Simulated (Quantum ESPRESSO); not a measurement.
Runs of Quantum ESPRESSO 7.5 on MoSe. Symmetry: Fm-3m, No. 225, cubic system. The conventional cell has a = 5.786 Å, b = 5.786 Å, c = 5.786 Å, α = 90.00°, β = 90.00°, γ = 90.00°. Mo (site symmetry m-3m) has 6 Se at 2.89 Å as nearest neighbours. Se (site symmetry m-3m) is surrounded by 6 Mo at 2.89 Å. The cell was built by a generator and needn't be a form met in nature.

```tsv
task	level	potentials or basis	cell	cutoff (eV)	smearing	most ionic steps	forc conv thr	etot conv thr	ion dynamics	cell dynamics	gap on the mesh (eV)	pressure (GPa)
real-space fields	BLYP	PseudoDojo 0.4 SR PBEsol stringent	as given	1415	methfessel-paxton 0.1 eV	-	-	-	-	-	none	(a)
relaxation of cell and atoms	WC+D2	SG15 PBE 1.2	relaxed to 0.3 kbar	952	fermi-dirac 0.1 eV	40	0.0004 Ry/bohr	1e-05 Ry	bfgs	bfgs	none	0.0
relaxation of cell and atoms	PBE+D3(BJ)	GBRV 1.5 PBE	relaxed	612	cold 0.05 eV	-	-	-	-	-	none	-0.1
relaxation of cell and atoms	BLYP+D3(BJ)	GBRV 1.5 PBEsol	relaxed to 0.3 kbar	612	fermi-dirac 0.1 eV	40	0.0004 Ry/bohr	1e-05 Ry	bfgs	bfgs	none	-0.1
single point	PBE	SSSP 1.3 efficiency PBE	as given	816	fermi-dirac 0.05 eV	-	-	-	-	-	none	-20.4
```

Alike in all rows: no spin polarisation; k mesh 8 × 8 × 8.

Estimate the missing entries.

(a) -15.2.

Caveats: the potentials were made for another functional, which shifts forces and pressure (some runs); pairwise dispersion overbinds metals, which lowers pressure and volume (some runs); so large a pressure means that the cell lies far from this level's equilibrium, or that cutoff or potentials fall short (some runs); D2 keeps the scale fitted for PBE (some runs).

A k mesh can miss the band edges, and the runs leave out spin-orbit coupling on Mo, Se.

A gap of «none» marks a metal or a gap under the smearing width.

The runs don't all hold the same shells in valence.
